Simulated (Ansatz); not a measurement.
# Cl2H4SiSn: the cost of one run

Program: Ansatz 0.2.0, Gaussian basis. Level of theory: the settings change from run to run. These are calculated values, not measurements.

## Step 1: The molecule

The structure was relaxed beforehand with PBE0-D4 in a triple-zeta def2 set. Sn takes a core potential in def2 sets; no spin-orbit term is included.

SMILES `[SiH3][SnH]([Cl])[Cl]`, 8 atoms, charge 0, spin multiplicity 1.

Atoms are counted from 1 here; the program's logs count them from 0.

Bond lengths: Si1–Sn2 2.561 Å, Si1–H5 1.483 Å, Si1–H6 1.483 Å, Si1–H7 1.481 Å, Sn2–Cl3 2.332 Å, Sn2–Cl4 2.332 Å, Sn2–H8 1.703 Å. Angles: Sn2–Si1–H5 108.5°, Sn2–Si1–H6 108.5°, Sn2–Si1–H7 107.1°, H5–Si1–H6 110.5°, H5–Si1–H7 111.1°, H6–Si1–H7 111.0°, Si1–Sn2–Cl3 107.6°, Si1–Sn2–Cl4 107.6°, Si1–Sn2–H8 123.2°, Cl3–Sn2–Cl4 105.7°, Cl3–Sn2–H8 105.8°, Cl4–Sn2–H8 105.8°.

As a file:

```xyz
8
Cl2H4SiSn
Si   -0.4140    1.3243   -0.1689
Sn    0.1751   -1.1303    0.2639
Cl    2.3331   -1.1931    1.1444
Cl    0.3064   -2.1994   -1.8040
H    -0.4172    2.0433    1.1285
H    -1.7554    1.3823   -0.7995
H     0.6240    1.8673   -1.0756
H    -0.7598   -2.1515    1.2552
```

## Step 2: B2GP-PLYP/def2-mTZVP

This run has charge +1, multiplicity 2, density fitting with def2-universal-jkfit, the search for lower states set to full.

File in.yaml:

```yaml
crystal:
  periodic: [false, false, false]
  atoms:
    - {symbol: Si, position_ang: [-0.414005, 1.324309, -0.168892]}
    - {symbol: Sn, position_ang: [0.175070, -1.130316, 0.263935]}
    - {symbol: Cl, position_ang: [2.333130, -1.193084, 1.144368]}
    - {symbol: Cl, position_ang: [0.306368, -2.199369, -1.803962]}
    - {symbol: H, position_ang: [-0.417249, 2.043287, 1.128537]}
    - {symbol: H, position_ang: [-1.755379, 1.382303, -0.799487]}
    - {symbol: H, position_ang: [0.624005, 1.867302, -1.075550]}
    - {symbol: H, position_ang: [-0.759839, -2.151531, 1.255151]}
basis:
  gaussian: {orbitals: def2-mTZVP, fitting: {mean_field: def2-universal-jkfit}}
total_charge: 1
magnetization: {spin_polarized: true, initial_magnetization: 1}
hamiltonian: {xc: {name: B2GP-PLYP}}
scf: {lower_state_search: full}
```

Command:

```sh
ansatz run in.yaml --threads 4 --pin off --events-out ev --progress --plain --max-ram 10444MiB
```

**Question.** How long does this run take on 4 threads of Arm Neoverse V2, shared host, and how much memory does it need?

About 8 s, with a peak of 0.3 GiB.
